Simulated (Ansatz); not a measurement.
# C4H6O2S: up Jacob's ladder to CCSD(T)

The task here is to estimate one member of a computed series from the others.

The runs use Ansatz 0.2.0, Gaussian basis; functionals in def2-TZVPP, the program's frozen cores in correlated methods.

The runs, in order: LDA (SPW92), PBE-D4, revPBE-D4, BLYP-D4, r2SCAN-D4, B97M-V, PBE0-D4, B3LYP-D4, r2SCANh-D4, r2SCAN0-D4, HSE06-D4, BHLYP-D4, CAM-B3LYP-D4, LC-ωPBE, ωB97X-V, ωB97M-V, B2PLYP, PBE-QIDH; CCSD(T)/def2-SVP; CCSD(T)/def2-TZVPP; MP2/def2-QZVPP; extrapolation to the limit; RPA on PBE.

## The geometry

All runs share one geometry, relaxed beforehand with PBE0-D4 in a triple-zeta def2 set.

SMILES `O=S1(=O)CC=CC1`, 13 atoms, charge 0, spin multiplicity 1.

Atoms are counted from 1 here; the program's logs count them from 0.

Bond lengths: O1–S2 1.436 Å, S2–O3 1.437 Å, S2–C4 1.803 Å, S2–C7 1.803 Å, C4–C5 1.490 Å, C4–H8 1.093 Å, C4–H9 1.092 Å, C5–C6 1.329 Å, C5–H10 1.084 Å, C6–C7 1.490 Å, C6–H11 1.084 Å, C7–H12 1.092 Å, C7–H13 1.093 Å. Angles: O1–S2–O3 120.3°, O1–S2–C4 110.6°, O1–S2–C7 110.6°, O3–S2–C4 108.4°, O3–S2–C7 108.4°, C4–S2–C7 95.8°, S2–C4–C5 104.0°, S2–C4–H8 108.2°, S2–C4–H9 107.5°, C5–C4–H8 113.4°, C5–C4–H9 113.9°, H8–C4–H9 109.3°, C4–C5–C6 116.8°, C4–C5–H10 120.3°, C6–C5–H10 122.9°, C5–C6–C7 116.8°, C5–C6–H11 122.9°, C7–C6–H11 120.3° and more.

The first run:

The input, in.yaml:

```yaml
crystal:
  periodic: [false, false, false]
  atoms:
    - {symbol: O, position_ang: [0.213001, -2.258688, 0.921045]}
    - {symbol: S, position_ang: [0.012613, -0.838961, 0.999195]}
    - {symbol: O, position_ang: [-0.201890, -0.206041, 2.270860]}
    - {symbol: C, position_ang: [-1.300635, -0.320329, -0.122366]}
    - {symbol: C, position_ang: [-0.690777, 0.794798, -0.900534]}
    - {symbol: C, position_ang: [0.620008, 0.972662, -0.767699]}
    - {symbol: C, position_ang: [1.336780, 0.037247, 0.144550]}
    - {symbol: H, position_ang: [-1.582023, -1.177145, -0.739056]}
    - {symbol: H, position_ang: [-2.153769, -0.018782, 0.488712]}
    - {symbol: H, position_ang: [-1.308545, 1.420885, -1.533340]}
    - {symbol: H, position_ang: [1.162836, 1.756214, -1.282926]}
    - {symbol: H, position_ang: [1.942803, 0.536517, 0.903283]}
    - {symbol: H, position_ang: [1.949597, -0.698358, -0.381734]}
basis:
  gaussian: {orbitals: def2-TZVPP}
hamiltonian: {xc: lda}
output: {orbitals: {seedname: orbitals}}
```

On the command line:

```sh
> ansatz run in.yaml --threads 2 --pin off --events-out ev --progress --plain --max-ram 32768MiB --backend cuda --devices 0, --max-vram 18GiB
```

Among the steps run: LDA; PBE-D4 (GGA); revPBE-D4 (GGA); BLYP-D4 (GGA); r2SCAN-D4 (meta-GGA); B97M-V (meta-GGA); B3LYP-D4 (hybrid); r2SCANh-D4 (hybrid); r2SCAN0-D4 (hybrid); HSE06-D4 (hybrid); BHLYP-D4 (hybrid); CAM-B3LYP-D4 (range-separated); LC-ωPBE (range-separated); ωB97X-V (range-separated); ωB97M-V (range-separated); B2PLYP (double hybrid); PBE-QIDH (double hybrid).

One table of the session follows, with a row left open; its other results are not shown here.

It belongs to the step «Orbital energies across the functionals». 

| functional | HOMO (eV) | gap (eV) |
| --- | --- | --- |
| LDA (SPW92) | -7.06 | 5.38 |
| PBE-D4 | -6.91 | 5.45 |
| revPBE-D4 | -6.85 | 5.47 |
| BLYP-D4 | ? | ? |
| r2SCAN-D4 | -7.13 | 5.88 |
| B97M-V | -7.15 | 5.98 |
| PBE0-D4 | -8.11 | 7.65 |
| B3LYP-D4 | -7.90 | 7.19 |
| r2SCANh-D4 | -7.59 | 6.70 |
| r2SCAN0-D4 | -8.26 | 7.91 |
| HSE06-D4 | -7.71 | 6.86 |
| BHLYP-D4 | -9.17 | 9.79 |
| CAM-B3LYP-D4 | -9.47 | 10.15 |
| LC-ωPBE | -10.86 | 12.72 |
| ωB97X-V | -10.47 | 12.25 |
| ωB97M-V | -10.36 | 12.02 |

Estimate the missing values for BLYP-D4.

Worked estimate for «HOMO (eV)». Against the share of exact exchange, B3LYP-D4 (0.2, -7.90), BHLYP-D4 (0.5, -9.17) give a slope of -4.23 per unit share; at 0 the line stands at -7.05.

As computed: HOMO (eV): -6.78; gap (eV): 5.44. In «HOMO (eV)» the line misses by -0.27.
